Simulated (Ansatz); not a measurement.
# PPt (P6_3mc) in Ansatz: a series of runs

The runs below take PPt through relaxation of cell and atoms, with PBE, PBE+D3(BJ), PBE+D3(BJ)-ATM, PBE+D4.

All numbers are computed with Ansatz 0.2.0; they aren't measurements. Logs are shortened: lines on timing, memory, paths and dates and some standing lists are left out, and cuts for length are marked.

### 1 The crystal as given

Symmetry: P6_3mc, No. 186, hexagonal system. The conventional cell has a = 3.743 Å, b = 3.743 Å, c = 6.354 Å, α = 90.00°, β = 90.00°, γ = 120.00°. Pt (site symmetry 3m) has 4 P at 2.32 to 2.34 Å as nearest neighbours. P (site symmetry 3m) is surrounded by 4 Pt at 2.32 to 2.34 Å.

The cell comes from a database or a generator and needn't be the stable form of this composition.

### 2 Relaxation of cell and atoms, PBE

Contents of input.yaml:

```yaml
crystal:
  lattice:
    - [3.7430278549, 0.0, 0.0]
    - [-1.8715139275, 3.2415572094, 0.0]
    - [0.0, 0.0, 6.353743]
  atoms:
    - { symbol: Pt, position: [0.3333333333, 0.6666666667, 0.371899] }
    - { symbol: Pt, position: [0.6666666667, 0.3333333333, 0.871899] }
    - { symbol: P, position: [0.3333333333, 0.6666666667, 0.003103] }
    - { symbol: P, position: [0.6666666667, 0.3333333333, 0.503103] }
hamiltonian:
  xc: pbe
  pseudopotentials: { kind: paw }
kpoints:
  mp_grid: { grid: [8, 8, 4] }
scf:
  occupations: { method: fermi_dirac, width: 0.05 }
output:
  forces: true
  stress: true
  eigenvalues: true
  write_density: true
  write_potential: true
  elf: true
  volumetric_format: npy
relax:
  f_tol: 0.01
  max_steps: 40
  cell: { stress_tol: 0.05 }
```

Potentials or basis: Ansatz PAW.

Command:

```sh
$ ansatz run input.yaml --threads 2 --pin off --max-ram 5632MiB --backend cpu --events-out ev --progress --plain --runs-dir out
```

Output:

```text
Warning: RAYON_NUM_THREADS=2 ignored (pool sized by the plan → 2); use --threads N
Engine: ansatz 0.2.0, aarch64-unknown-linux-gnu
Pseudopotentials: kind: paw
Pseudopotential: Pt, paw, valence charge 18, recommended cutoff 420 eV (normal), Pt.paw.azcp
Pseudopotential: P, paw, valence charge 5, recommended cutoff 420 eV (normal), P.paw.azcp
Functional definition: PBE
  parameter kappa = 0.804
  parameter beta = 0.06672455060314922
  exchange = pbe_x(kappa = kappa, mu = beta*pi^2/3)
  correlation = pbe_c(beta = beta)
Crystal: 4 atoms, lattice volume = 77.091 Å³
Basis set: ecut = 420 eV, 1521 PW (Γ), exchange–correlation on 54×54×90 points (8 copies of the dense FFT grid, shifted against one another)
Bands: 28, of which v1, the nominal top of the filled ones, is band 23 counted from 1 (22 counted from 0)
Symmetry: 12 space group operations
Space group: P63mc (ITA 186), of the structure as read, at distance tolerance 4.3e-5 Å
k-points: 30 of 256 (time reversal used)
Non-local potential: Pt, projectors of the file, l = 0: 3, l = 1: 2, l = 2: 2, l = 3: 1
Non-local potential: P, projectors of the file, l = 0: 2, l = 1: 2, l = 2: 2
PAW form: soft (Blöchl's): semilocal exchange-correlation on the pseudo side does not see the compensation charge
PAW one-centre angular grid: Pt, 590 points (default); XC on 64 Gauss nodes
PAW one-centre angular grid: P, 110 points (default); XC on 64 Gauss nodes
Initial density: superposition of atomic densities (neutral atoms: chi_scale 0, normalization atom), corrected by the library's trained network
Initial wavefunctions: pseudopotential atomic-orbital guess
Functional: x = pbe(κ = 0.804, μ = 0.2195149727645171), c = pbe(β = 0.06672455060314922)
SCF iter   1: F=—  HF=-26558.753472 eV  |F-HF|=—  |Δ(HF+E_count)|=         —  Δρ=2.85e-3  dr2=2.62e-3  ethr=1.77e-3  ⟨swp⟩=6.3  Hψ=3790  notcnv=0
preconditioner: auto → LDOS  [metal: Δε(μ)=0.133 eV  Ē_g=8.045 eV  σ=0.050 eV  W_gap=0.45  n_scr=22 (ndim 8)  ℏωp=23.2 eV  f_vac=0.011  D(μ)=1.79/eV (n_scr^D=10)  β→1.0]
SCF iter   2: F=—  HF=-26558.754221 eV  |F-HF|=—  |Δ(HF+E_count)|=   7.48e-4  Δρ=8.05e-4  dr2=5.18e-4  ethr=5.70e-6  ⟨swp⟩=3.8  Hψ=2322  notcnv=0  defer=10
preconditioner: auto → Kerker (q_TF=auto, 2.503 Å⁻¹)  [metal: Δε(μ)=0.140 eV  Ē_g=8.050 eV  σ=0.050 eV  W_gap=0.47  n_scr=22 (ndim 8)  ℏωp=23.2 eV  f_vac=0.009  D(μ)=1.80/eV (n_scr^D=10)  β→0.5]
SCF iter   3: F=—  HF=-26558.754094 eV  |F-HF|=—  |Δ(HF+E_count)|=   1.26e-4  Δρ=2.56e-4  dr2=3.92e-5  ethr=1.13e-6  ⟨swp⟩=2.0  Hψ=1180  notcnv=0  defer=10
SCF iter   4: F=—  HF=-26558.754114 eV  |F-HF|=—  |Δ(HF+E_count)|=   2.01e-5  Δρ=9.52e-5  dr2=7.65e-6  ethr=8.52e-8  ⟨swp⟩=2.4  Hψ=1237  notcnv=0  defer=10
SCF iter   5: F=—  HF=-26558.754116 eV  |F-HF|=—  |Δ(HF+E_count)|=   1.55e-6  Δρ=2.18e-5  dr2=5.13e-7  ethr=1.66e-8  ⟨swp⟩=2.0  Hψ=1261  notcnv=0  defer=10
SCF iter   6: F=-26558.754116 eV  HF=-26558.754116 eV  |F-HF|=1.89e-8  |Δ(HF+E_count)|=   1.54e-7  Δρ=5.96e-6  dr2=3.30e-8  ethr=2.17e-10  ⟨swp⟩=12.0  Hψ=6291  notcnv=0
SCF 1 converged in 6 iterations: F = -26558.754116 eV  dr2 = 3.30e-8
relax step   1: F+E_penalty+E_count = -26558.75411593 eV  Δ(F+E_penalty+E_count) = +0.000e0 eV  max|allowed force component| = 1.353e-1 eV/Å  Δτ_max = 0.0000 Å  P = +0.114 GPa  Ω = 77.091 Å³  (6 SCF iters, dr2 threshold 1.00e-7 eV, accepted)
Crystal: 4 atoms, lattice volume = 77.072 Å³
Initial density: handed on by an earlier stage of this run
Initial wavefunctions: those handed on with the density
iter 1 solved again at ethr=2.61e-6 eV; its pass at ethr=3.10e-3 eV (dr2=1.20e-3 eV) is discarded
SCF iter   1: F=—  HF=-26558.760750 eV  |F-HF|=—  |Δ(HF+E_count)|=         —  Δρ=1.82e-3  dr2=1.17e-3  ethr=2.61e-6  ⟨swp⟩=2.4  Hψ=4925  notcnv=0
preconditioner: auto → Kerker (q_TF=auto, 2.503 Å⁻¹)  [metal: Δε(μ)=0.044 eV  Ē_g=8.031 eV  σ=0.050 eV  W_gap=0.22  n_scr=22 (ndim 8)  ℏωp=23.2 eV  f_vac=0.008  D(μ)=1.92/eV (n_scr^D=10)]
SCF iter   2: F=—  HF=-26558.760557 eV  |F-HF|=—  |Δ(HF+E_count)|=   1.93e-4  Δρ=1.03e-3  dr2=4.41e-4  ethr=2.55e-6  ⟨swp⟩=1.0  Hψ=840  notcnv=0
SCF iter   3: F=—  HF=-26558.760480 eV  |F-HF|=—  |Δ(HF+E_count)|=   7.71e-5  Δρ=1.32e-4  dr2=1.08e-5  ethr=9.58e-7  ⟨swp⟩=2.1  Hψ=1251  notcnv=0
SCF iter   4: F=—  HF=-26558.760484 eV  |F-HF|=—  |Δ(HF+E_count)|=   4.10e-6  Δρ=3.53e-5  dr2=1.13e-6  ethr=2.36e-8  ⟨swp⟩=2.1  Hψ=1336  notcnv=0
iter 5 did not close the SCF: its close was put off for the readings that it lacked (scf_convergence_deferred on its scf_iter line)
SCF iter   5: F=-26558.760485 eV  HF=-26558.760485 eV  |F-HF|=4.42e-8  |Δ(HF+E_count)|=   3.67e-7  Δρ=1.24e-5  dr2=1.81e-7  ethr=2.46e-9  ⟨swp⟩=2.3  Hψ=1234  notcnv=0
SCF iter   6: F=-26558.760485 eV  HF=-26558.760485 eV  |F-HF|=2.74e-9  |Δ(HF+E_count)|=   6.64e-8  Δρ=4.23e-6  dr2=1.91e-8  ethr=3.95e-10  ⟨swp⟩=8.4  Hψ=6156  notcnv=0
[... 41 lines left out ...]
preconditioner: auto → Kerker (q_TF=auto, 2.505 Å⁻¹)  [metal: Δε(μ)=0.082 eV  Ē_g=8.040 eV  σ=0.050 eV  W_gap=0.36  n_scr=22 (ndim 8)  ℏωp=23.2 eV  f_vac=0.006  D(μ)=1.89/eV (n_scr^D=10)]
SCF iter   2: F=—  HF=-26558.767960 eV  |F-HF|=—  |Δ(HF+E_count)|=   3.95e-6  Δρ=7.86e-5  dr2=5.89e-6  ethr=3.88e-8  ⟨swp⟩=1.0  Hψ=852  notcnv=0
SCF iter   3: F=—  HF=-26558.767959 eV  |F-HF|=—  |Δ(HF+E_count)|=   1.13e-6  Δρ=1.25e-5  dr2=9.65e-8  ethr=1.28e-8  ⟨swp⟩=2.1  Hψ=1223  notcnv=0
iter 4 did not close the SCF: its close was put off for the readings that it lacked (scf_convergence_deferred on its scf_iter line)
SCF iter   4: F=-26558.767959 eV  HF=-26558.767959 eV  |F-HF|=1.72e-8  |Δ(HF+E_count)|=   3.88e-9  Δρ=5.29e-6  dr2=3.02e-8  ethr=2.10e-10  ⟨swp⟩=2.1  Hψ=1475  notcnv=0
iter 5 did not close the SCF: its close was put off for the readings that it lacked (scf_convergence_deferred on its scf_iter line)
SCF iter   5: F=-26558.767959 eV  HF=-26558.767959 eV  |F-HF|=9.97e-10  |Δ(HF+E_count)|=   2.99e-9  Δρ=1.22e-6  dr2=2.02e-9  ethr=6.57e-11  ⟨swp⟩=2.0  Hψ=1184  notcnv=0
SCF iter   6: F=-26558.767959 eV  HF=-26558.767959 eV  |F-HF|=1.78e-10  |Δ(HF+E_count)|=   1.08e-9  Δρ=4.08e-7  dr2=2.17e-10  ethr=4.40e-12  ⟨swp⟩=6.7  Hψ=5341  notcnv=0
SCF 6 converged in 6 iterations: F = -26558.767959 eV  dr2 = 2.17e-10
relax step   6: F+E_penalty+E_count = -26558.76795894 eV  Δ(F+E_penalty+E_count) = -2.655e-6 eV  max|allowed force component| = 5.532e-4 eV/Å  Δτ_max = 0.0004 Å  P = -0.010 GPa  Ω = 76.699 Å³  energy of the carried Pulay correction = +1.155e-4 eV  (6 SCF iters, dr2 threshold 3.25e-8 eV, accepted)
Basis set: ecut = 420 eV, 1533 PW (Γ), exchange–correlation on 50×50×90 points (8 copies of the dense FFT grid, shifted against one another)
Initial wavefunctions: pseudopotential atomic-orbital guess (no wavefunctions were taken with the density)
iter 1 solved again at ethr=1.85e-7 eV; its pass at ethr=3.10e-3 eV (dr2=8.49e-5 eV) is discarded
SCF iter   1: F=—  HF=-26558.767875 eV  |F-HF|=—  |Δ(HF+E_count)|=         —  Δρ=7.08e-5  dr2=4.66e-7  ethr=1.85e-7  ⟨swp⟩=4.0  Hψ=6247  notcnv=0
SCF iter   2: F=—  HF=-26558.767891 eV  |F-HF|=—  |Δ(HF+E_count)|=   1.54e-5  Δρ=3.51e-5  dr2=1.01e-7  ethr=1.01e-9  ⟨swp⟩=3.2  Hψ=1747  notcnv=0
SCF iter   3: F=—  HF=-26558.767893 eV  |F-HF|=—  |Δ(HF+E_count)|=   2.64e-6  Δρ=3.18e-6  dr2=1.76e-9  ethr=2.20e-10  ⟨swp⟩=2.0  Hψ=1521  notcnv=0
SCF iter   4: F=—  HF=-26558.767893 eV  |F-HF|=—  |Δ(HF+E_count)|=   1.18e-8  Δρ=3.03e-7  dr2=5.47e-11  ethr=3.83e-12  ⟨swp⟩=2.1  Hψ=1391  notcnv=0
iter 5 did not close the SCF: its close was put off for the readings that it lacked (scf_convergence_deferred on its scf_iter line)
SCF iter   5: F=-26558.767893 eV  HF=-26558.767893 eV  |F-HF|=3.64e-12  |Δ(HF+E_count)|=  1.09e-11  Δρ=1.07e-7  dr2=7.45e-12  ethr=1.00e-12  ⟨swp⟩=1.0  Hψ=841  notcnv=0
iter 6 did not close the SCF: its close was put off for the readings that it lacked (scf_convergence_deferred on its scf_iter line)
SCF iter   6: F=-26558.767893 eV  HF=-26558.767893 eV  |F-HF|=0.00e0  |Δ(HF+E_count)|=    0.00e0  Δρ=3.34e-8  dr2=1.43e-12  ethr=1.00e-12  ⟨swp⟩=1.0  Hψ=841  notcnv=0
iter 7 did not close the SCF: its close was put off for the readings that it lacked (scf_convergence_deferred on its scf_iter line)
SCF iter   7: F=-26558.767893 eV  HF=-26558.767893 eV  |F-HF|=3.64e-12  |Δ(HF+E_count)|=  7.28e-12  Δρ=1.02e-8  dr2=1.06e-13  ethr=1.00e-12  ⟨swp⟩=1.0  Hψ=840  notcnv=0
iter 8 did not close the SCF: its close was put off for the readings that it lacked (scf_convergence_deferred on its scf_iter line)
SCF iter   8: F=-26558.767893 eV  HF=-26558.767893 eV  |F-HF|=1.09e-11  |Δ(HF+E_count)|=  1.46e-11  Δρ=2.16e-9  dr2=5.58e-15  ethr=1.00e-12  ⟨swp⟩=1.0  Hψ=840  notcnv=0
SCF iter   9: F=-26558.767893 eV  HF=-26558.767893 eV  |F-HF|=7.28e-12  |Δ(HF+E_count)|=  3.64e-12  Δρ=1.06e-9  dr2=9.68e-16  ethr=1.00e-12  ⟨swp⟩=4.2  Hψ=3272  notcnv=0
SCF 7 converged in 9 iterations: F = -26558.767893 eV  dr2 = 9.68e-16
relax step   7: F+E_penalty+E_count = -26558.76789324 eV  Δ(F+E_penalty+E_count) = +6.570e-5 eV  max|allowed force component| = 1.208e-4 eV/Å  Δτ_max = 0.0000 Å  P = -0.008 GPa  Ω = 76.699 Å³  stress off target by 1.09e-2 GPa  SCF on the basis re-selected at this cell (its energy is not comparable with the rows above)  (9 SCF iters)
basis re-selected at this cell: Δ(F+E_penalty+E_count) = +6.570e-5 eV, ΔP = +0.001 GPa vs the last step (what re-selecting the basis moved, of the pressure what is left beyond the Pulay correction that the steps carried, after the strain that the cell walked since its last selection, with what the two solves' SCF thresholds leave and, on support functions, any second-order correction that the steps lacked; it is no measure of the basis error at this ecutwfc). The dense FFT grid was sized anew with the basis: this SCF ran on 25×25×45 points, the steps before it on 27×27×45, so part of this shift can come from that change (see relax.cell in the input reference). This SCF's stress stands 1.09e-2 GPa from its target on what of the cell is left free (relax.cell.stress_tol is 5.00e-2 GPa) and its largest allowed force component is 1.21e-4 eV/Å (relax.f_tol is 1.00e-2 eV/Å): within both
SCF converged after 9 iterations
Free energy (F): -26558.767893 eV
Harris-Foulkes:  -26558.767893 eV  (|F-HF|=7.28e-12)
Internal energy: -26558.752028 eV  (E = F + TS)
E sigma→0 (E₀):  -26558.759960 eV
Entropy (-TS):   -0.015866 eV (-3.966 meV/atom)
Fermi energy:    12.413583 eV
--- Per-component energies (eV) ---
  E_band       = -616.549656
  E_kinetic    = 1417.926963
  E_local      = -4933.488082  (includes V_loc(G=0)·N_el)
  E_nonlocal   = 463.621716
  E_hartree    = 1878.731610
  E_xc         = -647.179583
  E_vxc        = -727.985174  (∫ρ·V_xc dr)
  E_paw        = -20047.015019  (= ΣΔE_a)
  E_vpaw       = -594.088678  (= ΣTr[D̂ρ^β])
  E_aug_tail   = 0.000379  (compensation charges beyond the density's cutoff)
  E_ewald      = -4691.350010
  E_smearing   = -0.015866  (= −TS)
  E_closure    = 0.000000  (closes the sum)
  Σ components = -26558.767893   (vs F -26558.767893, Δ=0.00e0)
--- Forces (eV/Å), atoms counted from 1 ---
  atom   1  Pt    -0.00000000    -0.00000000     0.00012078
  atom   2  Pt     0.00000000     0.00000000     0.00012078
  atom   3  P      0.00000000     0.00000000    -0.00012080
  atom   4  P     -0.00000000    -0.00000000    -0.00012080
  max |Σ_I F_I| component: 2.15e-8 eV/Å
--- Stress (GPa, compression-positive) ---
       -0.010888       0.000000      -0.000000
        0.000000      -0.010888      -0.000000
       -0.000000      -0.000000      -0.002960
  P = ⅓ Tr σ = -0.0082 GPa (-0.082 kbar)
--- Band table (eV; the first three rows and the last of 30) ---
  k-point 0: bands = ["-86.7028", "-86.7027", "-40.9471", "-40.9471", "-40.9461", "-40.9461", "-40.9233", "-40.9156", "-0.5477", "0.7105", "6.2044", "6.2919", "6.6227", "6.6227", "6.9368", "6.9368", "8.5663", "8.5663", "9.0414", "9.0414", "9.1554", "14.3172", "14.3172", "15.3256", "16.1794", "16.4919", "16.4919", "17.4942"]
  k-point 1: bands = ["-86.7028", "-86.7027", "-40.9470", "-40.9470", "-40.9462", "-40.9462", "-40.9222", "-40.9167", "-0.3887", "0.4963", "6.0937", "6.2100", "6.6571", "6.6571", "6.8776", "6.8776", "8.6478", "8.6478", "8.9876", "8.9876", "9.9813", "13.9745", "14.5412", "14.5412", "16.0247", "16.0247", "16.8025", "17.3806"]
  k-point 2: bands = ["-86.7027", "-86.7027", "-40.9466", "-40.9466", "-40.9466", "-40.9466", "-40.9194", "-40.9194", "0.0265", "0.0265", "6.0754", "6.0754", "6.7552", "6.7552", "6.7552", "6.7552", "8.8310", "8.8310", "8.8310", "8.8310", "11.8549", "11.8549", "15.1796", "15.1796", "15.1796", "15.1796", "17.1428", "17.1428"]
  k-point 29: bands = ["-86.7027", "-86.7027", "-40.9570", "-40.9570", "-40.9536", "-40.9536", "-40.9180", "-40.9180", "1.2454", "1.2454", "6.2115", "6.2115", "6.7942", "6.7942", "7.7021", "7.7021", "8.6030", "8.6030", "9.2056", "9.2056", "10.1931", "10.1931", "11.4817", "11.4817", "13.0199", "13.0199", "18.3159", "18.3159"]
--- Relaxed structure (6 steps of the walk, 6 accepted, 1 SCFs on fresh bases) ---
  F+E_penalty+E_count = -26558.76789324 eV   max|allowed force component| = 1.208e-4 eV/Å   (the final SCF, on the basis selected at the relaxed cell)
  cell:  # Å, volume = 76.6986 Å³
    - [3.6783641522822657, 2.836870317706831e-11, 6.884140299028276e-30]
    - [-1.839182076165701, 3.185556800232269, 7.746311867906131e-19]
    - [-2.4166651592140781e-32, 1.5183466348795894e-18, 6.545565131022287]
  atoms:
    - { symbol: Pt, position: [0.33333333333333337, 0.6666666666666667, 0.3673398201695085] }
    - { symbol: Pt, position: [0.6666666666666666, 0.33333333333333337, 0.8673398201695085] }
    - { symbol: P, position: [0.33333333333333337, 0.6666666666666667, 0.007662179830491524] }
    - { symbol: P, position: [0.6666666666666666, 0.33333333333333337, 0.5076621798304917] }
```

It took 24 s on 2 threads of Arm Neoverse V2, shared host; peak memory 0.36 GiB.

What came out:

| Quantity | Value |
| --- | --- |
| Free energy | -26558.7679 eV |
| Relaxed volume | 19.17 Å³/atom |
| Relaxed cell | a = 3.678 Å, b = 3.678 Å, c = 6.546 Å, α = 90.00°, β = 90.00°, γ = 120.00° |
| Space group after relaxing (to 0.05 Å) | P6_3mc (No. 186) |
| Energy gained by relaxing | 3.4 meV/atom |
| Ionic steps | 7 |
| Pressure after relaxing | 0.0 GPa |
| Band gap on the k mesh | none (metal or under the smearing width) |

The path:
```
step  energy change (eV)  largest force (eV/Å)  volume (Å³)
   1              0.0000                0.1353        77.09
   2             -0.0064                0.0499        77.07
   3             -0.0118                0.1424        76.78
   4             -0.0124                0.0923        76.62
   5             -0.0138                0.0005        76.62
   6             -0.0138                0.0006        76.70
   7             -0.0138                0.0001        76.70
```

Final structure:
```
Pt P
1.0
     3.67836    0.00000    0.00000
    -1.83918    3.18556    0.00000
     0.00000    0.00000    6.54557
Pt P
2 2
Direct
  0.33333 0.66667 0.36734
  0.66667 0.33333 0.86734
  0.33333 0.66667 0.00766
  0.66667 0.33333 0.50766
```

Levels at points of the mesh, in eV from the Fermi level:
| k point | band 20 | band 21 | band 22 | band 23 | band 24 | band 25 | band 26 | band 27 |
| --- | --- | --- | --- | --- | --- | --- | --- | --- |
| (0.00, 0.00, 0.00) | -3.37 | -3.26 | 1.90 | 1.90 | 2.91 | 3.77 | 4.08 | 4.08 |
| (0.00, 0.00, -0.50) | -3.58 | -0.56 | -0.56 | 2.77 | 2.77 | 2.77 | 2.77 | 4.73 |
| (0.00, -0.50, 0.00) | -2.99 | -2.44 | -2.41 | -1.75 | -0.65 | 0.64 | 2.06 | 4.53 |
| (0.00, -0.50, -0.50) | -3.13 | -2.88 | -2.88 | -0.08 | -0.08 | 0.71 | 0.71 | 4.89 |

Caveat: the plane-wave basis is chosen anew once the cell has moved, so the energies of steps on either side of that aren't comparable.

### 3 Relaxation of cell and atoms, PBE+D3(BJ)

input.yaml: that of step 2 with these lines changed.

```diff
@@ -13,2 +13,3 @@
   pseudopotentials: { kind: paw }
+  dispersion: d3bj
 kpoints:
@@ -21,6 +22,2 @@
   eigenvalues: true
-  write_density: true
-  write_potential: true
-  elf: true
-  volumetric_format: npy
 relax:
```

Potentials or basis: Ansatz PAW.

Command:

```sh
$ ansatz run input.yaml --threads 2 --pin off --max-ram 5632MiB --backend cpu --events-out ev --progress --plain --runs-dir out
```

It took 19 s on 2 threads of Arm Neoverse V2, shared host; peak memory 0.36 GiB.

It converged, with:

* Free energy: -26560.7385 eV
* Relaxed volume: 18.53 Å³/atom
* Relaxed cell: a = 3.615 Å, b = 3.615 Å, c = 6.551 Å, α = 90.00°, β = 90.00°, γ = 120.00°
* Space group after relaxing (to 0.05 Å): P6_3mc (No. 186)
* Energy gained by relaxing: 15.0 meV/atom
* Ionic steps: 6
* Pressure after relaxing: 0.0 GPa
* Band gap on the k mesh: none (metal or under the smearing width)

Step by step:
```csv
step,energy change (eV),largest force (eV/Å),volume (Å³)
1,0.0000,0.1408,77.09
2,-0.0429,0.0823,74.66
3,-0.0568,0.0982,74.17
4,-0.0606,0.0418,74.06
5,-0.0608,0.0010,74.13
6,-0.0600,0.0004,74.13
```

Final structure:
```xyz
4
Lattice="3.6148 0.0000 0.0000 -1.8074 3.1305 0.0000 0.0000 0.0000 6.5508" Properties=species:S:1:pos:R:3 pbc="T T T"
Pt    0.0000    2.0870    2.3932
Pt    1.8074    1.0435    5.6687
P     0.0000    2.0870    0.0633
P     1.8074    1.0435    3.3388
```

Levels at points of the mesh, in eV from the Fermi level:
| k point | band 21 | band 22 | band 23 | band 24 | band 25 | band 26 |
| --- | --- | --- | --- | --- | --- | --- |
| (0.00, 0.00, 0.00) | -3.47 | 1.97 | 1.97 | 2.84 | 3.98 | 4.22 |
| (0.00, 0.00, -0.50) | -0.75 | -0.75 | 2.85 | 2.85 | 2.85 | 2.85 |
| (0.00, -0.50, 0.00) | -2.51 | -2.45 | -1.85 | -0.62 | 0.55 | 2.23 |
| (0.00, -0.50, -0.50) | -2.90 | -2.90 | -0.18 | -0.18 | 0.79 | 0.79 |

Caveat: the plane-wave basis is chosen anew once the cell has moved, so the energies of steps on either side of that aren't comparable; pairwise dispersion overbinds metals, which lowers pressure and volume. The run has no spin-orbit coupling, so splittings on Pt are missing.

(Part 1 of 2 ends here.)
